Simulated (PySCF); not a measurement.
# C3H4Cl2OSi: the cost of one run

The runs use PySCF 2.14.0, with density-fitted response routines of our own; the level of theory stands in each step. All values are computed, except where a source is named. Atoms count from 0, in the outputs and in this text.

**1. The molecule as given**

11 atoms, charge 0, multiplicity 1; geometry from: GFN2-xTB. The atoms were then displaced at random by about 0.01 Å, so the start is not that level's minimum.

Bonds of the start (Å): C0–C1 1.53, C1–C2 1.28, C2–O3 1.21, C1–Si4 1.88, Si4–Cl5 2.03, Si4–Cl6 2.00, C0–H7 1.09, C0–H8 1.05, C0–H9 1.10, Si4–H10 1.44.

**2. Optimising the geometry at PBE0-D3(BJ)/def2-SVP**

Job settings and geometry (Å):

```
{"job": {"xc": "PBE0", "basis": "def2-SVP", "d3": "d3bj", "grid": 1, "shake": 0.01, "kind": "geom"}, "charge": 0, "multiplicity": 1}
C      0.137990    -1.382340     0.607680
C      0.439690    -0.125000    -0.206780
C      1.521050     0.007490    -0.887670
O      2.539850     0.186700    -1.508050
Si    -0.790880     1.297040    -0.229770
Cl    -0.933690     2.057880     1.647460
Cl    -2.575830     0.557170    -0.753810
H      0.011480    -1.091090     1.648800
H      0.909530    -2.088180     0.535670
H     -0.815610    -1.800820     0.260180
H     -0.405480     2.355310    -1.129360
```

Run with:

```bash
> OMP_NUM_THREADS=1 python probes_run.py task.json out
```

One launch serves the whole session: the jobs run in the order shown.

Q: Estimate the wall time and peak memory of this first job on 1 thread of Arm Neoverse V1, shared host.

About 87 s, with a peak of 0.56 GiB.
